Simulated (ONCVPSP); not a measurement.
# Cu: the cost of one run

Method: ONCVPSP 4.0.1.1 (patched build), PBE, scalar-relativistic.

## 1. Starting point

The settings as typed:

* element: copper (Cu, Z = 29)
* type: optimised norm-conserving Vanderbilt (ONCV)
* frozen core: [Ne]
* valence charge: 19
* reference configuration: 3s2 3p6 3d10 4s0.75 4p0.25
* partial waves: 3s+4s: rc 1.00 bohr, ncon 5, nbas 8, qcut 9.2 1/bohr, 2 projectors; 3p+4p: rc 1.50 bohr, ncon 3, nbas 7, qcut 10.5 1/bohr, 3 projectors, debl 2.5 Ha; 3d: rc 0.75 bohr, ncon 4, nbas 8, qcut 14.6 1/bohr, 2 projectors, debl 3.4 Ha
* local potential: polynomial inside 0.60 bohr (lpopt 1, dvloc0 1 Ha)
* core correction: polynomial model core, fcfact 0.3

The nodes and maxima of the atom's own shells, from an earlier all-electron run, set the scale for the radii.

All-electron outer shells of the reference configuration (PBE, scalar-relativistic, ld1.x):

```
shell  level (eV)  outermost node (bohr)  outermost maximum (bohr)
   2s    -1063.03                   0.07                      0.20
   2p     -917.54                      –                      0.16
   3s     -115.30                   0.29                      0.61
   3p      -72.75                   0.26                      0.62
   3d       -5.64                      –                      0.60
   4s       -5.04                   0.89                      2.24
   4p       -1.02                   0.97                      3.56
```

## 2. The generation run

File Cu.dat:

```
# ATOM AND REFERENCE CONFIGURATION
# atsym  z   nc   nv     iexc    psfile
  Cu 29.00    3    5        4      upf
#
#   n    l    f
    1    0    2.00
    2    0    2.00
    2    1    6.00
    3    0    2.00
    3    1    6.00
    3    2   10.00
    4    0    0.75
    4    1    0.25
#
# PSEUDOPOTENTIAL AND OPTIMIZATION
# lmax
    2
#
#   l,   rc,      ep,       ncon, nbas, qcut
    0    1.00    0.00    5    8    9.20
    1    1.50    0.00    3    7   10.50
    2    0.75    0.00    4    8   14.60
#
# LOCAL POTENTIAL
# lloc, lpopt,  rc(5),   dvloc0
    4    1    0.60    1.00
#
# VANDERBILT-KLEINMAN-BYLANDER PROJECTORs
# l, nproj, debl
    0    2    2.40
    1    3    2.50
    2    2    3.40
#
# MODEL CORE CHARGE
# icmod, fcfact, rcfact
    1    0.30    0.00
#
# LOG DERIVATIVE ANALYSIS
# epsh1, epsh2, depsh
   -6.00    5.00    0.04
#
# OUTPUT GRID
# rlmax, drl
    6.00    0.01
#
# TEST CONFIGURATIONS
# ncnf
    4
# nvcnf
#   n    l    f
    5
    3    0    2.00
    3    1    6.00
    3    2   10.00
    4    0    1.00
    4    1    0.00
#
    5
    3    0    2.00
    3    1    6.00
    3    2   10.00
    4    0    0.00
    4    1    0.00
#
    5
    3    0    2.00
    3    1    6.00
    3    2    9.00
    4    0    0.00
    4    1    0.00
#
    5
    3    0    2.00
    3    1    6.00
    3    2   10.00
    4    0    0.00
    4    1    1.00
#
```

On the command line:

```bash
$ oncvpsp.x < Cu.dat > Cu.out
```

**Question.** How long does this run take on 1 thread of Neoverse-N1, shared host?

About 6.8 s.
